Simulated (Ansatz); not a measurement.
# InH3: how energies converge with the basis set

An exercise on one series of results from a longer session: the logs are not shown, and one member is left open.

Method: one geometry, several basis sets; program: Ansatz 0.2.0, Gaussian basis.

Levels to be run: PBE0-D4/def2-SVP; ωB97M-V/def2-SVP; PBE0-D4/def2-QZVPP; ωB97M-V/def2-QZVPP; the functionals' def2-TZVPP values are taken from earlier runs.

**Structure used throughout**

The geometry comes from an earlier relaxation with PBE0-D4 in a triple-zeta def2 set; it is a stationary point. In takes the def2 core potential; no spin-orbit term is included.

SMILES `[InH3]`, 4 atoms, charge 0, spin multiplicity 1.

Atoms are counted from 1 here; the program's logs count them from 0.

Bond lengths: In1–H2 1.724 Å, In1–H3 1.724 Å, In1–H4 1.724 Å. Angles: H2–In1–H3 120.0°, H2–In1–H4 120.0°, H3–In1–H4 120.0°.

The first run:

Contents of in.yaml:

```yaml
crystal:
  periodic: [false, false, false]
  atoms:
    - {symbol: In, position_ang: [0.013866, -0.015080, -0.005056]}
    - {symbol: H, position_ang: [0.415458, 1.515989, 0.678176]}
    - {symbol: H, position_ang: [-1.095589, -0.107258, -1.321445]}
    - {symbol: H, position_ang: [0.721766, -1.453951, 0.628025]}
basis:
  gaussian: {orbitals: def2-SVP}
hamiltonian: {xc: pbe0, dispersion: d4}
output: {orbitals: {seedname: orbitals}}
```

Among the steps run: PBE0-D4 in def2-SVP; ωB97M-V in def2-SVP; PBE0-D4 in def2-QZVPP; ωB97M-V in def2-QZVPP.

One table of the session follows, with a row left open; its other results are not shown here.

It belongs to the step «Density functionals: the series». 

```
functional       basis  HOMO (eV)  LUMO (eV)
   PBE0-D4    def2-SVP      -8.14      -1.86
   PBE0-D4  def2-TZVPP          ?          ?
   PBE0-D4  def2-QZVPP      -8.18      -1.91
   ωB97M-V    def2-SVP     -10.28      -0.28
   ωB97M-V  def2-TZVPP     -10.37      -0.43
   ωB97M-V  def2-QZVPP     -10.38      -0.45
```

Q: Estimate the row for PBE0-D4, def2-TZVPP from the others.

The run gave: HOMO (eV): -8.17; LUMO (eV): -1.90. In the column «HOMO (eV)» it lies between PBE0-D4, def2-QZVPP (-8.18) and PBE0-D4, def2-SVP (-8.14).
